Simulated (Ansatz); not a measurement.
# CHBOS (SMILES S=C1BO1): functionals against CCSD(T) at one geometry

One table from this session's results is given with a row withheld; the runs are named, their logs left out.

Method: single points in def2-TZVPP; program: Ansatz 0.2.0, Gaussian basis.

Correlated methods freeze the cores.

### The starting structure

SMILES `S=C1BO1`, 5 atoms, charge 0, spin multiplicity 1.

Atoms are counted from 1 here; the program's logs count them from 0.

Bond lengths: S1–C2 1.590 Å, C2–B3 1.468 Å, C2–O4 1.428 Å, B3–O4 1.381 Å, B3–H5 1.246 Å. Angles: S1–C2–B3 171.3°, S1–C2–O4 131.5°, B3–C2–O4 56.9°, C2–B3–O4 60.1°, C2–B3–H5 152.6°, O4–B3–H5 146.0°, C2–O4–B3 63.0°.

As a file:

```xyz
5

S    -2.14972   -0.66180    0.16586
C    -0.64388   -0.17549    0.01599
B     0.66281    0.47951   -0.11550
O     0.59476   -0.86848    0.17725
H     1.39621    1.42752   -0.45685
```

The first run:

run/in.yaml reads:

```yaml
crystal:
  periodic: [false, false, false]
  atoms:
    - {symbol: S, position_ang: [-2.149719, -0.661797, 0.165860]}
    - {symbol: C, position_ang: [-0.643877, -0.175488, 0.015990]}
    - {symbol: B, position_ang: [0.662814, 0.479513, -0.115495]}
    - {symbol: O, position_ang: [0.594757, -0.868476, 0.177248]}
    - {symbol: H, position_ang: [1.396207, 1.427519, -0.456847]}
basis:
  gaussian: {orbitals: def2-TZVPP}
hamiltonian: {xc: pbe, dispersion: d4}
output: {forces: true}
```

The run is started by

```
> ansatz run in.yaml --threads 2 --pin off --events-out ev --progress --plain --max-ram 3481MiB
```

Steps of the session up to this table: PBE-D4/def2-TZVPP; r2SCAN-D4/def2-TZVPP; PBE0-D4/def2-TZVPP; wB97M-V/def2-TZVPP; CCSD(T)/def2-TZVPP.

One table of the session follows, with a row left open; its other results are not shown here.

| method | RMS force component (eV/Å) | angle to CCSD(T) forces (°) | dipole (D) |
| --- | --- | --- | --- |
| PBE-D4 | 0.683 | 12.5 | 2.16 |
| r2SCAN-D4 | 0.642 | 10.6 | 2.35 |
| PBE0-D4 | 0.613 | 28.8 | 2.38 |
| wB97M-V | ? | ? | ? |
| CCSD(T) | 0.721 | reference | 2.26 |

**Question.** Estimate the row for wB97M-V.

As computed: RMS force component (eV/Å): 0.690; angle to CCSD(T) forces (°): 26.4; dipole (D): 2.39. In the column «RMS force component (eV/Å)» it lies between PBE-D4 (0.683) and CCSD(T) (0.721).
